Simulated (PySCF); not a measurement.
# C2H7FSi2: the cost of one run

Computed with PySCF 2.14.0, with density-fitted response routines of our own, on a single molecule in the gas phase. Atoms count from 0, in the outputs and in this text.

## Step 1: The starting structure

12 atoms, charge 0, multiplicity 1; geometry from: GFN2-xTB. The atoms were then displaced at random by about 0.01 Å, so the start is not that level's minimum.

Bonds of the start (Å): F0–Si1 1.61, Si1–C2 1.89, C2–C3 1.30, C3–Si4 1.92, Si1–H5 1.45, Si1–H6 1.47, C2–H7 1.07, C3–H8 1.10, Si4–H9 1.48, Si4–H10 1.47, Si4–H11 1.44.

## Step 2: Relaxing the molecule at PBE0-D3(BJ)/def2-SVP

Job settings and geometry (Å):

```
{"job": {"xc": "PBE0", "basis": "def2-SVP", "d3": "d3bj", "grid": 1, "shake": 0.01, "kind": "geom"}, "charge": 0, "multiplicity": 1}
F      2.530670     0.298630     1.385030
Si     2.295130    -0.289060    -0.100170
C      0.439940    -0.246670    -0.469960
C     -0.439310     0.213750     0.371700
Si    -2.323880     0.250870     0.015480
H      2.826730    -1.634510    -0.017630
H      3.077590     0.594340    -0.968810
H      0.156570    -0.616520    -1.431340
H     -0.147880     0.593320     1.357850
H     -3.019130    -0.546660     1.046890
H     -2.793670     1.643210     0.104960
H     -2.563060    -0.288970    -1.303020
```

On the command line:

```console
$ OMP_NUM_THREADS=1 python probes_run.py task.json out
```

One launch serves the whole session: the jobs run in the order shown.

Q: Estimate the wall time and peak memory of this first job on 1 thread of Arm Neoverse V2, shared host.

About 26 s, with a peak of 0.46 GiB.
